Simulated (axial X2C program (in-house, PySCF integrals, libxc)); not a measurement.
**TeC: bond curves with and without spin–orbit coupling**

What are the state, bond length, wavenumber and bond energy of TeC, and what does spin–orbit coupling change?

The runs use an in-house X2C program for linear molecules on PySCF integrals; all-electron X2C, Te dyall-cv3z, C dyall-v3z.

All values are calculated.

## Step 1: Set-up

The input, task.json:

```json
{"zs": [52, 6], "q": 0, "bas": ["dyall-cv3z", "dyall-v3z"], "levels": ["PBE0", "HF", "M06"], "cc": true, "r0": 1.95, "thr": -1.0, "nmax": 90, "npts": 10, "nst": 2, "ntry": 6}
```

Keys: zs atomic numbers; q charge; bas basis sets; levels methods (HF also brings MP2); cc coupled cluster on or off; r0 starting distance in Å; thr threshold in hartree for freezing inner shells (an s shell follows its p shell); nmax most natural virtual spinors; npts points asked for on the curve; nst determinants followed; ntry starts of the search.

On the command line:

```bash
$ python so2c.py task.json out
```

Spin-free means the one-electron spin-free X2C Hamiltonian; two-component (2c) means X2C with spin–orbit coupling and atomic mean-field two-electron Coulomb and Gaunt terms. Basis: Te dyall-cv3z contracted to [11s12p8d4f1g], C dyall-v3z contracted to [7s6p2d1f]; Gaussian nuclei, density fitting. Masses: Te 129.906 u, C 12.000 u.

Notation: σ, π±, δ± give the projection m of an orbital's angular momentum (0, ±1, ±2), α and β its spin, Λ and M_S the sums; ω is the projection of a spinor's total angular momentum and Ω the sum. Logs are in hartree.

The results follow Hamiltonian by Hamiltonian and level by level.

## Step 2: State search with PBE0

PBE0 moves the distance from 1.950 Å to 1.887 Å and compares determinants there.

Spin-free determinants:

```csv
ΔE (eV),state,open shells
0.00,"M_S = 0, Λ = 0",closed shell
2.09,"M_S = 1, Λ = 1","beyond closed shells: σα, π+α"
2.63,"M_S = 0, Λ = 1","beyond closed shells: σα, π+β"
2.88,"M_S = 1, Λ = 2","beyond closed shells: 2 × π+α, π+β, π-α"
2.88,"M_S = 1, Λ = 0","beyond closed shells: π+α, π+β, 2 × π-α"
3.27,"M_S = 0, Λ = 2","beyond closed shells: π+α, 2 × π+β, π-α"
```

Two-component determinants:

| ΔE (eV) | state | open shells |
| --- | --- | --- |
| 0.00 | Ω = 0 | closed shell |
| 2.22 | Ω = 2 | excess of +ω over −ω: ω = 1/2, ω = 3/2 |
| 2.47 | Ω = 1 | excess of +ω over −ω: 2 × ω = 1/2 |
| 2.61 | Ω = 1 | excess of +ω over −ω: ω = -1/2, ω = 3/2 |
| 2.67 | Ω = 1 | excess of +ω over −ω: ω = -1/2, ω = 3/2 |
| 2.76 | Ω = 3 | excess of +ω over −ω: 2 × ω = 3/2 |
| 3.02 | Ω = 2 | excess of +ω over −ω: ω = 1/2, ω = 3/2 |

## Step 3: PBE0, spin-free

State followed: M_S = 0, Λ = 0 (closed shell). The scan is laid around 1.887 Å, a first estimate of the minimum, and this SCF restarts from the orbitals of the search.

Output at 1.887 Å:

```text
spin-free X2C-1e  PBE0
basis functions 166  fitting functions 886  grid points 5079
iter        total energy     max residual
   1      -6831.436612832     4.61e-05
   2      -6831.436612841     3.11e-05
   3      -6831.436612847     1.21e-06
converged
one-electron -9545.94830805  Coulomb 2809.56939333  exact exchange -44.94923041  xc functional -137.60358684  nuclear repulsion 87.49511913
```

Along the bond, energies from the lowest point:

| R (Å) | E (eV) | μ (D) | HOMO (eV) | LUMO (eV) | iterations |
| --- | --- | --- | --- | --- | --- |
| 1.642 | 1.4136 | -3.31 | -7.35 | -2.19 | 27 |
| 1.717 | 0.5858 | -3.10 | -7.57 | -2.38 | 22 |
| 1.774 | 0.2303 | -2.93 | -7.72 | -2.53 | 18 |
| 1.830 | 0.0478 | -2.75 | -7.86 | -2.68 | 17 |
| 1.887 | 0.0000 | -2.58 | -7.97 | -2.84 | 3 |
| 1.953 | 0.0741 | -2.37 | -8.08 | -3.01 | 16 |
| 2.019 | 0.2526 | -2.16 | -7.99 | -3.18 | 15 |
| 2.104 | 0.5885 | -1.90 | -7.81 | -3.39 | 15 |
| 2.208 | 1.1017 | -1.59 | -7.63 | -3.63 | 14 |
| 2.359 | 1.9427 | -1.18 | -7.40 | -3.95 | 14 |

Dipoles are positive if C is the positive end.

Outer orbitals at the reference distance:

```tsv
symmetry	occupied	ε (eV)	atomic character
σα	yes	-20.02	46% Te s, 34% C s, 12% C p
σα	yes	-13.83	32% Te s, 30% C s, 28% Te p
π-α	yes	-8.29	64% Te p, 33% C p, 2% C d
π+α	yes	-8.29	64% Te p, 33% C p, 2% C d
σα	yes	-7.97	55% C p, 24% Te p, 15% C s
π+α	no	-2.84	56% C p, 31% Te p, 11% Te d
π-α	no	-2.84	56% C p, 31% Te p, 11% Te d
σα	no	0.27	48% Te p, 30% Te d, 10% C p
σα	no	2.49	70% Te s, 12% Te p, 7% C s
```

PBE0 fields in the half plane through the axis: z from -2.4 to 4.2 Å across, distance from the axis 0.15 to 2.25 Å upwards; Te lies at z = 0 and C at z = 1.887 Å; the ELF is damped to zero where the density is low.

log10 density (e/bohr³). Ten even steps from ' ' (-4.90 ) to '@' (1.83 ):
```
  ....::::::::--------::::::::::::......      
....::::::--------------------::::::::....    
..::::------============------------::::....  
..::----========++================----::::....
::::----====++++++++++++++==========----::::..
::----====++++******++++++++++++++====----::..
::----==++++**######**++++******++++====--::::
::--====++++##%%@@%%##******####**++++==--::::
```

ELF. Ten even steps from '0' (0.00 ) to '9' (0.99 ):
```
00001123333210000000000
00012455655421000000000
00135677776532112221000
01256777777643345554100
02467775456665568887410
03577742223676689999730
13677526762487269999851
14677345754383919999961
```

Re = 1.882 Å, ωe = 905 cm⁻¹, ωexe = 3.26 cm⁻¹, Be = 0.4332 cm⁻¹, De = 4.70 eV, μ = -2.59 D.

## Step 4: HF, spin-free

Output at 1.887 Å:

```text
spin-free X2C-1e  HF
basis functions 166  fitting functions 886  grid points 5079
iter        total energy     max residual
   1      -6828.680717240     3.43e-01
   2      -6828.705183776     1.56e-02
   3      -6828.706548863     5.04e-02
   4      -6828.708081273     9.16e-03
   5      -6828.708249550     2.24e-03
   6      -6828.708295645     2.04e-03
   7      -6828.708299656     2.94e-04
   8      -6828.708299973     6.08e-05
   9      -6828.708299992     3.38e-05
  10      -6828.708299994     4.14e-06
  11      -6828.708299994     7.00e-07
converged
one-electron -9544.80621279  Coulomb 2808.46144850  exact exchange -179.85865484  xc functional 0.00000000  nuclear repulsion 87.49511913
```

Re = 1.867 Å, ωe = 960 cm⁻¹, ωexe = 3.36 cm⁻¹, Be = 0.4403 cm⁻¹, De = 1.42 eV, μ = -2.24 D.

## Step 5: M06, spin-free

The SCF at the reference distance of 1.887 Å:

```text
spin-free X2C-1e  M06
basis functions 166  fitting functions 886  grid points 5079
iter        total energy     max residual
   1      -6831.924739960     2.07e-01
   2      -6831.927776544     1.35e-01
   3      -6831.929763782     4.21e-02
   4      -6831.929961807     3.73e-03
   5      -6831.929971440     1.98e-03
   6      -6831.929974993     2.74e-04
   7      -6831.929975029     6.28e-05
   8      -6831.929975053     3.00e-05
   9      -6831.929975054     6.33e-06
converged
one-electron -9545.58188250  Coulomb 2809.21771652  exact exchange -48.54940485  xc functional -134.51152337  nuclear repulsion 87.49511913
```

Re = 1.888 Å, ωe = 890 cm⁻¹, ωexe = 3.22 cm⁻¹, Be = 0.4306 cm⁻¹, De = 4.68 eV, μ = -2.88 D.

## Step 6: Correlated methods, spin-free

Correlated methods: 10 electrons correlated (frozen shells, counted by type: Te 4 s, 3 p, 2 d; C 1 s), 222 virtual spinors in MP2, 88 natural virtuals in coupled cluster.

Output of the correlated part at 1.887 Å:

```text
correlated 10  virtual 222  natural virtual 88  E(MP2) -0.285571322  MP2 remainder -0.008586035
iter   CCSD correlation   residual
   1     -0.264691656   2.46e-01
   2     -0.282197881   1.39e-01
   3     -0.287047613   4.41e-02
   4     -0.288081371   1.71e-02
   5     -0.288330802   7.31e-03
   6     -0.288310675   1.87e-03
   7     -0.288319353   5.23e-04
   8     -0.288326923   1.68e-04
   9     -0.288326168   6.52e-05
  10     -0.288327294   2.24e-05
  11     -0.288326711   7.00e-06
  12     -0.288326745   2.21e-06
  13     -0.288326732   8.15e-07
(T) -0.022617973  T1 0.0578  D1 0.0819  max T2 0.103
```

T1 in the output is the amplitude norm over the root of the electron number; divide by √2 for the Lee–Taylor value.

MP2: Re = 1.892 Å, ωe = 915 cm⁻¹, Be = 0.4289 cm⁻¹, De = 4.92 eV.

CCSD: Re = 1.891 Å, ωe = 904 cm⁻¹, ωexe = 3.31 cm⁻¹, Be = 0.4293 cm⁻¹, De = 4.23 eV. T1 at Re = 0.041 (Lee–Taylor, the printed value over √2).

CCSD(T): Re = 1.911 Å, ωe = 850 cm⁻¹, ωexe = 3.76 cm⁻¹, Be = 0.4204 cm⁻¹, De = 4.71 eV. T1 at Re = 0.043 (Lee–Taylor, the printed value over √2).

## Step 7: A higher determinant, spin-free

State: M_S = 1, Λ = 1 (beyond closed shells: σα, π+α).

Output at the reference distance:

```text
spin-free X2C-1e  PBE0
basis functions 166  fitting functions 886  grid points 5079
iter        total energy     max residual
   1      -6831.359972660     2.52e-05
   2      -6831.359972666     1.16e-05
converged
one-electron -9545.96574081  Coulomb 2809.71012353  exact exchange -44.97027877  xc functional -137.62919574  nuclear repulsion 87.49511913
```

| R (Å) | E above the lowest PBE0 point (eV) |
| --- | --- |
| 1.642 | 3.616 |
| 1.717 | 2.777 |
| 1.774 | 2.400 |
| 1.830 | 2.182 |
| 1.887 | 2.085 |
| 1.953 | 2.085 |
| 2.019 | 2.169 |
| 2.104 | 2.357 |
| 2.208 | 2.652 |

Re = 1.919 Å, ωe = 761 cm⁻¹, ωexe = 5.6 cm⁻¹, Be = 0.4166 cm⁻¹, μ = -1.01 D. Te = 2.07 eV.

## Step 8: The spin-free curves together

Energy (eV) of the followed determinant, spin-free, from each level's lowest point:

```
R (Å)   PBE0     HF    MP2   CCSD  CCSD(T)    M06
1.642  1.414  1.346  1.551    n/a      n/a  1.445
1.717  0.586  0.521  0.667  0.654    0.746  0.611
1.774  0.230  0.179  0.278  0.270    0.334  0.248
1.830  0.048  0.019  0.069  0.065    0.099  0.058
1.887  0.000  0.000  0.000  0.000    0.000  0.000
1.953  0.074  0.114  0.058  0.058    0.016  0.062
2.019  0.253  0.336  0.233  0.225    0.136  0.227
2.104  0.589  0.731  0.589  0.549    0.396  0.546
2.208  1.102  1.311  1.186    n/a      n/a  1.038
2.359  1.943  2.214  2.336    n/a      n/a  1.852
```

## Step 9: PBE0, 2c

State followed: Ω = 0 (closed shell). The scan is laid around 1.887 Å, a first estimate of the minimum, and this SCF restarts from the orbitals of the search.

Output at 1.887 Å:

```text
two-component X2C + atomic mean field  PBE0
basis functions 166  fitting functions 886  grid points 5079
iter        total energy     max residual
   1      -6828.582928745     7.39e-05
   2      -6828.582928750     4.64e-05
   3      -6828.582928753     1.61e-05
converged
one-electron -9537.59728512  Coulomb 2808.01428678  exact exchange -44.92262034  xc functional -137.52639132  nuclear repulsion 87.49511913  atomic mean-field constant -4.04603789
```

Along the bond, energies from the lowest point:

```
R (Å)  E (eV)  μ (D)  HOMO (eV)  LUMO (eV)  iterations
1.642  1.4313  -3.33      -7.33      -2.23          26
1.717  0.5986  -3.12      -7.54      -2.42          21
1.774  0.2391  -2.95      -7.69      -2.57          20
1.830  0.0523  -2.78      -7.80      -2.72          18
1.887  0.0000  -2.60      -7.90      -2.86           3
1.953  0.0685  -2.40      -7.95      -3.03          18
2.019  0.2407  -2.19      -7.81      -3.19          17
2.104  0.5676  -1.94      -7.63      -3.39          16
2.208  1.0677  -1.65      -7.44      -3.60          15
2.359  1.8838  -1.27      -7.21      -3.90          15
```

Dipoles are positive if C is the positive end.

Outer spinors at the reference distance:

```csv
ω,occupied,ε (eV),atomic character,λ mixture
1/2,yes,-20.01,"46% Te s, 34% C s, 12% C p",100% σ
1/2,yes,-13.83,"32% Te s, 29% C s, 29% Te p",100% σ
1/2,yes,-8.54,"64% Te p, 31% C p, 2% C s","89% π, 11% σ"
3/2,yes,-8.11,"60% Te p, 36% C p",100% π
1/2,yes,-7.90,"54% C p, 27% Te p, 13% C s","89% σ, 11% π"
1/2,no,-2.86,"59% C p, 27% Te p, 11% Te d",100% π
3/2,no,-2.77,"52% C p, 34% Te p, 11% Te d",100% π
1/2,no,0.28,"48% Te p, 30% Te d, 10% C p",100% σ
1/2,no,2.48,"70% Te s, 12% Te p, 7% C s",100% σ
```

PBE0 fields in the half plane through the axis: z from -2.4 to 4.2 Å across, distance from the axis 0.15 to 2.25 Å upwards; Te lies at z = 0 and C at z = 1.887 Å; the ELF is damped to zero where the density is low.

log10 density (e/bohr³). Ten even steps from '0' (-4.90 ) to '9' (1.83 ):
```
01122223333222222111000
11222333333333322221100
12233344444433333322110
12334444544444444332211
22334455555554444433221
23344556665555555443321
23345567776556665544322
23445578987666776554322
```

ELF. Ten even steps from '0' (0.00 ) to '9' (0.98 ):
```
00001123333210000000000
00012455555421000000000
00135677776532112221000
01256777777643345554100
02467775456665568887410
03577742223676689999730
13677526762487269999851
14677345754383919999951
```

Re = 1.885 Å, ωe = 899 cm⁻¹, ωexe = 3.34 cm⁻¹, Be = 0.432 cm⁻¹, De = 4.45 eV, μ = -2.61 D.

## Step 10: HF, 2c

The SCF at the reference distance of 1.887 Å:

```text
two-component X2C + atomic mean field  HF
basis functions 166  fitting functions 886  grid points 5079
iter        total energy     max residual
   1      -6825.824398454     3.98e-01
   2      -6825.848898570     1.38e-02
   3      -6825.850314094     5.71e-02
   4      -6825.851804809     1.09e-02
   5      -6825.851991364     2.85e-03
   6      -6825.852051720     2.92e-03
   7      -6825.852063734     5.96e-04
   8      -6825.852071057     8.33e-04
   9      -6825.852075448     1.02e-03
  10      -6825.852077296     4.15e-04
  11      -6825.852077589     3.56e-05
  12      -6825.852077626     3.79e-05
  13      -6825.852077639     2.80e-05
  14      -6825.852077653     5.68e-06
  15      -6825.852077656     5.70e-06
  16      -6825.852077656     1.96e-06
converged
one-electron -9536.45438007  Coulomb 2806.90630517  exact exchange -179.75308400  xc functional 0.00000000  nuclear repulsion 87.49511913  atomic mean-field constant -4.04603789
```

Re = 1.871 Å, ωe = 946 cm⁻¹, ωexe = 3.57 cm⁻¹, Be = 0.4383 cm⁻¹, De = 1.20 eV, μ = -2.29 D.

## Step 11: M06, 2c

Output at 1.887 Å:

```text
two-component X2C + atomic mean field  M06
basis functions 166  fitting functions 886  grid points 5079
iter        total energy     max residual
   1      -6829.069883897     2.14e-01
   2      -6829.072969333     1.38e-01
   3      -6829.074974379     4.23e-02
   4      -6829.075176646     3.81e-03
   5      -6829.075186608     2.00e-03
   6      -6829.075190255     2.76e-04
   7      -6829.075190305     6.46e-05
   8      -6829.075190333     4.14e-05
   9      -6829.075190335     3.59e-06
converged
one-electron -9537.23192003  Coulomb 2807.66411704  exact exchange -48.52082337  xc functional -134.43564522  nuclear repulsion 87.49511913  atomic mean-field constant -4.04603789
```

Re = 1.890 Å, ωe = 883 cm⁻¹, ωexe = 3.32 cm⁻¹, Be = 0.4294 cm⁻¹, De = 4.35 eV, μ = -2.90 D.

## Step 12: MP2 and beyond, 2c

Correlated methods: 10 electrons correlated (frozen shells, counted by type: Te 4 s, 3 p, 2 d; C 1 s), 222 virtual spinors in MP2, 90 natural virtuals in coupled cluster.

Output of the correlated part at 1.887 Å:

```text
correlated 10  virtual 222  natural virtual 90  E(MP2) -0.283069500  MP2 remainder -0.007995046
iter   CCSD correlation   residual
   1     -0.264766876   2.37e-01
   2     -0.281440753   1.32e-01
   3     -0.286381659   4.39e-02
   4     -0.287382883   1.73e-02
   5     -0.287644536   7.70e-03
   6     -0.287636577   2.33e-03
   7     -0.287648920   9.40e-04
   8     -0.287663515   4.67e-04
   9     -0.287659093   2.37e-04
  10     -0.287663708   9.89e-05
  11     -0.287660429   4.32e-05
  12     -0.287660484   2.18e-05
  13     -0.287660363   1.40e-05
  14     -0.287660225   1.01e-05
  15     -0.287660466   5.56e-06
  16     -0.287660458   2.11e-06
(T) -0.022136059  T1 0.0579  D1 0.0997  max T2 0.106
```

MP2: Re = 1.890 Å, ωe = 920 cm⁻¹, Be = 0.4296 cm⁻¹, De = 4.60 eV.

CCSD: Re = 1.894 Å, ωe = 892 cm⁻¹, ωexe = 3.29 cm⁻¹, Be = 0.4279 cm⁻¹, De = 3.94 eV. T1 at Re = 0.042 (Lee–Taylor, the printed value over √2).

CCSD(T): Re = 1.911 Å, ωe = 852 cm⁻¹, Be = 0.4201 cm⁻¹, De = 4.41 eV. T1 at Re = 0.043 (Lee–Taylor, the printed value over √2).

## Step 13: A higher determinant, 2c

State: Ω = 2 (excess of +ω over −ω: ω = 1/2, ω = 3/2).

Output at the reference distance:

```text
two-component X2C + atomic mean field  PBE0
basis functions 166  fitting functions 886  grid points 5079
iter        total energy     max residual
   1      -6828.501240215     3.44e-05
   2      -6828.501240218     1.15e-05
converged
one-electron -9537.53078548  Coulomb 2808.06568844  exact exchange -44.94013800  xc functional -137.54508642  nuclear repulsion 87.49511913  atomic mean-field constant -4.04603789
```

| R (Å) | E above the lowest PBE0 point (eV) |
| --- | --- |
| 1.642 | 3.751 |
| 1.717 | 2.913 |
| 1.774 | 2.536 |
| 1.830 | 2.319 |
| 1.887 | 2.223 |
| 1.953 | 2.223 |
| 2.019 | 2.307 |
| 2.104 | 2.493 |
| 2.208 | 2.779 |

Re = 1.919 Å, ωe = 761 cm⁻¹, ωexe = 5.95 cm⁻¹, Be = 0.4167 cm⁻¹, μ = -0.97 D. Te = 2.21 eV.

## Step 14: The 2c curves together

Energy (eV) of the followed determinant, 2c, from each level's lowest point:

```csv
R (Å),PBE0,HF,MP2,CCSD,CCSD(T),M06
1.642,1.431,1.377,1.546,n/a,n/a,1.463
1.717,0.599,0.544,0.662,0.669,0.752,0.624
1.774,0.239,0.195,0.274,0.281,0.338,0.257
1.830,0.052,0.027,0.066,0.071,0.100,0.062
1.887,0.000,0.000,0.000,0.000,0.000,0.000
1.953,0.068,0.102,0.062,0.051,0.015,0.056
2.019,0.241,0.312,0.237,0.208,0.137,0.215
2.104,0.568,0.688,0.583,0.521,0.404,0.524
2.208,1.068,1.244,1.128,n/a,n/a,1.002
2.359,1.884,2.110,2.352,n/a,n/a,1.788
```

Time for the job: 1.7 min (1 thread of Arm Neoverse V2, shared host); peak memory 0.62 GiB.

## Step 15: Results

Lowest determinant that the search found at its distance, spin-free: M_S = 0, Λ = 0 (closed shell).

Lowest determinant that the search found at its distance, 2c: Ω = 0 (closed shell).

| Hamiltonian | level | Re (Å) | ωe (cm⁻¹) | De (eV) | μ (D) |
| --- | --- | --- | --- | --- | --- |
| spin-free | PBE0 | 1.882 | 905 | 4.70 | -2.59 |
| spin-free | HF | 1.867 | 960 | 1.42 | -2.24 |
| spin-free | MP2 | 1.892 | 915 | 4.92 | n/a |
| spin-free | CCSD | 1.891 | 904 | 4.23 | n/a |
| spin-free | CCSD(T) | 1.911 | 850 | 4.71 | n/a |
| spin-free | M06 | 1.888 | 890 | 4.68 | -2.88 |
| 2c | PBE0 | 1.885 | 899 | 4.45 | -2.61 |
| 2c | HF | 1.871 | 946 | 1.20 | -2.29 |
| 2c | MP2 | 1.890 | 920 | 4.60 | n/a |
| 2c | CCSD | 1.894 | 892 | 3.94 | n/a |
| 2c | CCSD(T) | 1.911 | 852 | 4.41 | n/a |
| 2c | M06 | 1.890 | 883 | 4.35 | -2.90 |

Dipoles are positive if C is the positive end.

Time per point (s) on 1 thread of Arm Neoverse V2, shared host (2c runs; CCSD comes with the CCSD(T) run); the times are rough: PBE0 0.45, HF 0.33, MP2 0.43, CCSD(T) 3.2, M06 0.76.

At CCSD(T), going from spin-free to two-component changes Re by +1 mÅ, ωe by +0.2 %, which is small (part of it comes from the scalar share of the two-electron terms). De moves by -0.30 eV; both De rest on single-determinant atoms, which can miss part of an open shell's spin–orbit lowering.

De refers to Te + C, each in the lowest determinant found, which need not be this curve's own limit. Each curve is one determinant whose occupation by symmetry is held fixed; it was picked as the lowest of a PBE0 search that is not exhaustive. Closed shells are restricted here (equal orbitals for both partners), which fails at long range if the bond breaks into open shells. De is counted from the lowest determinant-based energies of the atoms at the same level, without counterpoise correction. Coupled cluster ran in a truncated set of natural virtual spinors; the MP2 energy of the rest was added. The meta-GGAs lack a current-density term, which matters for open shells with orbital currents, atoms included. With the outer-core shells frozen, correlated bond lengths of heavy atoms tend to come out a few hundredths of an ångström too long. T1 at Re is 0.043 (Lee–Taylor), above the customary mark of 0.02.
